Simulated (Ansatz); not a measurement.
**[SiCl3]+ (SMILES Cl[Si+](Cl)Cl) at MP2/aug-cc-pVDZ**

Aim: the energy change on altering one bond length of [SiCl3]+ at MP2/aug-cc-pVDZ, from 2 runs. 

Program for the calculation: Ansatz 0.2.0.

1 further run of the same task is left out (it didn't finish).

## (1) The system as given

The species is [SiCl3]+ (4 atoms), meant as a singlet with charge +1. SMILES: `Cl[Si+](Cl)Cl`. Geometry: relaxed at PBE0-D4/def2-TZVP.

Bond lengths: Cl1–Si2 1.947 Å, Si2–Cl3 1.947 Å, Si2–Cl4 1.947 Å. Angles: Cl1–Si2–Cl3 120.0°, Cl1–Si2–Cl4 120.0°, Cl3–Si2–Cl4 120.0°.

## (2) A single-point energy at MP2/aug-cc-pVDZ

molecule.yaml

```yaml
crystal:
  periodic: [false, false, false]
  atoms:
    - {symbol: Cl, position_ang: [-1.556000, -0.622300, 0.990900]}
    - {symbol: Si, position_ang: [-0.000000, -0.000100, -0.000100]}
    - {symbol: Cl, position_ang: [1.772000, -0.669600, 0.449500]}
    - {symbol: Cl, position_ang: [-0.216000, 1.292000, -1.440300]}
basis:
  gaussian:
    orbitals: aug-cc-pVDZ
accuracy: high
correlation:
  method: mp2
  frozen_orbitals: {Cl: 5, Si: 5}
total_charge: 1
```

The run is started by

```
ansatz run molecule.yaml --threads 1 --pin off --max-ram 3480MiB --events-out events.jsonl --progress --plain --runs-dir runs
```

Standard output:

```text
Warning: RAYON_NUM_THREADS=1 ignored (pool sized by the plan → 1); use --threads N
Functional definition: HF
  name "HF"
  exchange = exact_x
  correlation = 0
2143 factors; integrals over basis functions are off by at most 3.2e-9 eV
mean field evaluation 1: about -45366.9451 eV, gradient 2.2e1 eV
mean field evaluation 2: about -45367.4416 eV, gradient 2.3e1 eV
mean field evaluation 4: about -45368.9375 eV, gradient 1.8e0 eV
mean field evaluation 8: about -45368.9695 eV, gradient 6.3e-2 eV
mean field evaluation 16: about -45368.9696 eV, gradient 1.6e-7 eV
mean field -45368.96955819 eV, -1667.2788790715 hartree, gradient 1.3e-8 eV, S^2 0.000000; 0 other end points of the search recorded, 0 dependent functions left out
20 core orbitals not correlated: weight in the atoms' cores, before any rotation towards them, 1.000 or more for the frozen orbitals, at most 0.000 for the correlated occupied ones
reference -45368.96955819 eV, -1667.2788790715 hartree; 12, 12 occupied and 76, 76 virtual orbitals, 2143 factors
second order -13.81566839 eV of doubles, -0.00000000 eV of singles
Total energy: -45382.78522659 eV, -1667.7865955204 hartree
```

Wall time 6.6 s (1 thread of Arm Neoverse V2, shared host); peak memory 0.35 GiB.

## (3) The distorted shape, same level

molecule.yaml

```yaml
crystal:
  periodic: [false, false, false]
  atoms:
    - {symbol: Cl, position_ang: [-1.523602, -0.816105, 1.206918]}
    - {symbol: Si, position_ang: [0.032398, -0.193905, 0.215918]}
    - {symbol: Cl, position_ang: [1.804398, -0.863405, 0.665518]}
    - {symbol: Cl, position_ang: [-0.216000, 1.292000, -1.440300]}
basis:
  gaussian:
    orbitals: aug-cc-pVDZ
total_charge: 1
correlation:
  method: mp2
  frozen_orbitals: {Cl: 5, Si: 5}
accuracy: high
```

The run is started by

```
ansatz run molecule.yaml --threads 1 --pin off --max-ram 3480MiB --events-out events.jsonl --progress --plain --runs-dir runs
```

Standard output:

```text
Warning: RAYON_NUM_THREADS=1 ignored (pool sized by the plan → 1); use --threads N
[... 4 set-up lines as earlier in the session ...]
2148 factors; integrals over basis functions are off by at most 3.2e-9 eV
mean field evaluation 1: about -45365.8664 eV, gradient 2.4e1 eV
mean field evaluation 2: about -45366.2761 eV, gradient 2.5e1 eV
mean field evaluation 4: about -45368.2616 eV, gradient 1.9e0 eV
mean field evaluation 8: about -45368.3027 eV, gradient 1.1e-1 eV
mean field evaluation 16: about -45368.3028 eV, gradient 1.7e-7 eV
mean field -45368.30279928 eV, -1667.2543761335 hartree, gradient 1.4e-8 eV, S^2 0.000000; 0 other end points of the search recorded, 0 dependent functions left out
20 core orbitals not correlated: weight in the atoms' cores, before any rotation towards them, 1.000 or more for the frozen orbitals, at most 0.000 for the correlated occupied ones
reference -45368.30279928 eV, -1667.2543761335 hartree; 12, 12 occupied and 76, 76 virtual orbitals, 2148 factors
second order -13.93085948 eV of doubles, -0.00000000 eV of singles
Total energy: -45382.23365877 eV, -1667.7663257768 hartree
```

It took 6.6 s on 1 thread of Arm Neoverse V2, shared host; peak memory 0.36 GiB.

## (4) What came out

Level: MP2/aug-cc-pVDZ, 20 core orbitals frozen.

| quantity | value |
| --- | --- |
| first shape: total energy | -1667.78660 Eh |
| first shape: correlation energy (20 core orbitals frozen) | -507.7 mEh |
| distorted shape: total energy | -1667.76633 Eh |
| distorted shape: correlation energy (20 core orbitals frozen) | -511.9 mEh |
| energy change with the Si2–Cl4 bond stretched from 1.947 to 2.239 Å | 0.552 eV |

What this shows: With the Si2–Cl4 bond stretched from 1.947 to 2.239 Å the energy rises by 0.55 eV (53.2 kJ/mol). The first shape isn't relaxed at this level, so the change isn't measured from a minimum.
